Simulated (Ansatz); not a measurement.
# TaMo2C3: the cost of one run

Method: DFT PBE, scalar-relativistic, plane waves, PAW, in Ansatz 0.2.0.

## 1. Starting point

It takes space group P4mm (No. 99, tetragonal). The conventional cell has a = 4.294 Å, b = 4.294 Å, c = 5.756 Å, α = 90.00°, β = 90.00°, γ = 90.00°. Ta (site symmetry 4mm) has 4 C at 2.27 Å as nearest neighbours. Mo (site symmetry 4mm) is surrounded by 5 C at 1.57 to 2.23 Å. Around Mo (site symmetry 4mm) lie 2 Ta at 2.83 to 2.93 Å and 4 C at 3.00 Å. C (site symmetry 4mm) is surrounded by 1 Mo at 1.57 Å. C (site symmetry 2mm) has 4 Mo at 2.23 to 3.00 Å and 2 Ta at 2.27 Å as nearest neighbours.

As a file:

```cif
data_structure
_symmetry_space_group_name_H-M 'P4mm'
_symmetry_Int_Tables_number 99
_cell_length_a 4.2940
_cell_length_b 4.2940
_cell_length_c 5.7565
_cell_angle_alpha 90.000
_cell_angle_beta 90.000
_cell_angle_gamma 90.000
_cell_volume 106.14
loop_
_atom_site_label
_atom_site_type_symbol
_atom_site_symmetry_multiplicity
_atom_site_Wyckoff_symbol
_atom_site_fract_x
_atom_site_fract_y
_atom_site_fract_z
_atom_site_occupancy
Ta1 Ta 1 b 0.50000 0.50000 0.56995 1
Mo1 Mo 1 a 0.00000 0.00000 0.59067 1
Mo2 Mo 1 b 0.50000 0.50000 0.06090 1
C1 C 1 a 0.00000 0.00000 0.31812 1
C2 C 2 c 0.00000 0.50000 0.69730 1
```

A structure generator made this guess: random cell by space group and Wyckoff sites (P4mm, No. 99). The dimensions are guesses.

## 2. A first look at the guess

Input file input.yaml:

```yaml
crystal:
  lattice:
    - [4.29404744, 0.0, 0.0]
    - [0.0, 4.29404744, 0.0]
    - [0.0, 0.0, 5.75649401]
  atoms:
    - { symbol: Ta, position: [0.5, 0.5, 0.56994831] }
    - { symbol: Mo, position: [0.0, 0.0, 0.59066749] }
    - { symbol: Mo, position: [0.5, 0.5, 0.06089941] }
    - { symbol: C, position: [0.0, 0.0, 0.3181171] }
    - { symbol: C, position: [0.0, 0.5, 0.69729563] }
    - { symbol: C, position: [0.5, 0.0, 0.69729563] }
basis:
  ecutwfc: 420
kpoints:
  mp_grid: { grid: [4, 4, 4] }
hamiltonian:
  xc: pbe
scf:
  occupations: { method: gaussian, width: 0.1 }
  lower_state_search: "off"
output:
  forces: true
  stress: true
  eigenvalues: true
```

Started as:

```bash
$ ansatz run input.yaml --threads 1 --pin off --max-ram 2560MiB --backend cpu --events-out ev --progress --plain --runs-dir out
```

Q: Estimate wall time and peak memory on 1 thread of Intel Xeon Platinum 8259CL at 2.50GHz (Skylake/Cascade Lake), shared host.

About 5.7 s, with a peak of 0.4 GiB.
